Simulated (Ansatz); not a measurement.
# ClGeH₃Se: taking an electron away

One table from this session's results is given with a row withheld; the runs are named, their logs left out.

Method: unrestricted cation, the program's frozen cores in correlated methods; program: Ansatz 0.2.0, Gaussian basis.

Levels to be run: UKS PBE-D4/def2-TZVPP; UKS r2SCAN-D4/def2-TZVPP; UKS PBE0-D4/def2-TZVPP; UKS B3LYP-D4/def2-TZVPP; UKS wB97X-V/def2-TZVPP; UKS wB97M-V/def2-TZVPP; UKS B2PLYP/def2-TZVPP; UHF-CCSD(T)/def2-TZVPP; UHF-MP2/def2-QZVPP; extrapolation to the limit; then −ε(HOMO) from the neutral's earlier runs with LDA (SPW92), PBE-D4, revPBE-D4, BLYP-D4, r2SCAN-D4, B97M-V, PBE0-D4, B3LYP-D4, r2SCANh-D4, r2SCAN0-D4, HSE06-D4, BHLYP-D4, CAM-B3LYP-D4, LC-ωPBE, ωB97X-V, ωB97M-V.

### The geometry

The geometry comes from an earlier relaxation with PBE0-D4 in a triple-zeta def2 set; it is a stationary point.

SMILES `[Cl][GeH2][SeH]`, 6 atoms, charge 0, spin multiplicity 1.

Atoms are counted from 1 here; the program's logs count them from 0.

Bond lengths: Cl1–Ge2 2.149 Å, Ge2–Se3 2.348 Å, Ge2–H4 1.534 Å, Ge2–H5 1.534 Å, Se3–H6 1.471 Å. Angles: Cl1–Ge2–Se3 104.6°, Cl1–Ge2–H4 107.5°, Cl1–Ge2–H5 107.4°, Se3–Ge2–H4 112.1°, Se3–Ge2–H5 112.2°, H4–Ge2–H5 112.4°, Ge2–Se3–H6 91.7°.

Geometry (Å):

```xyz
6
charge 0, multiplicity 1
Cl   -2.29485    0.68641   -0.31982
Ge   -0.27443   -0.03413   -0.44150
Se    0.59649    0.27344    1.71697
H    -0.33604   -1.51602   -0.83430
H     0.45574    0.81819   -1.48768
H     1.89520   -0.29188    1.32012
```

The first run:

File in.yaml:

```yaml
crystal:
  periodic: [false, false, false]
  atoms:
    - {symbol: Cl, position_ang: [-2.294850, 0.686406, -0.319816]}
    - {symbol: Ge, position_ang: [-0.274434, -0.034132, -0.441498]}
    - {symbol: Se, position_ang: [0.596485, 0.273439, 1.716965]}
    - {symbol: H, position_ang: [-0.336039, -1.516021, -0.834297]}
    - {symbol: H, position_ang: [0.455735, 0.818186, -1.487677]}
    - {symbol: H, position_ang: [1.895203, -0.291878, 1.320122]}
basis:
  gaussian: {orbitals: def2-TZVPP}
total_charge: 1
magnetization: {spin_polarized: true, initial_magnetization: 1}
hamiltonian: {xc: pbe, dispersion: d4}
```

Started as:

```console
$ ansatz run in.yaml --threads 2 --pin off --events-out ev --progress --plain --max-ram 32768MiB --backend cpu
```

Among the steps run: Cation, UKS PBE-D4/def2-TZVPP; Cation, UKS r2SCAN-D4/def2-TZVPP; Cation, UKS PBE0-D4/def2-TZVPP; Cation, UKS B3LYP-D4/def2-TZVPP; Cation, UKS wB97X-V/def2-TZVPP; Cation, UKS wB97M-V/def2-TZVPP; Cation, UKS B2PLYP (frozen core)/def2-TZVPP; Cation, UHF-CCSD(T)/def2-TZVPP; Cation, UHF-MP2/def2-QZVPP.

One of the session's tables, all rows but one given; the rest of the session is left out.

It belongs to the step «Ionisation energies side by side». Orbital estimates, from the neutral's runs:

| functional | −ε(HOMO) (eV) |
| --- | --- |
| LDA (SPW92) | 6.23 |
| PBE-D4 | 6.11 |
| revPBE-D4 | 6.06 |
| BLYP-D4 | 5.94 |
| r2SCAN-D4 | 6.40 |
| B97M-V | 6.49 |
| PBE0-D4 | 7.29 |
| B3LYP-D4 | 7.04 |
| r2SCANh-D4 | 6.83 |
| r2SCAN0-D4 | 7.48 |
| HSE06-D4 | 6.89 |
| BHLYP-D4 | 8.30 |
| CAM-B3LYP-D4 | 8.57 |
| LC-ωPBE | 9.96 |
| ωB97X-V | 9.60 |
| ωB97M-V | ? |

Estimate the missing values for ωB97M-V.

**Answer.** −ε(HOMO) (eV): 9.45. In the column «−ε(HOMO) (eV)» it lies between CAM-B3LYP-D4 (8.57) and ωB97X-V (9.60).
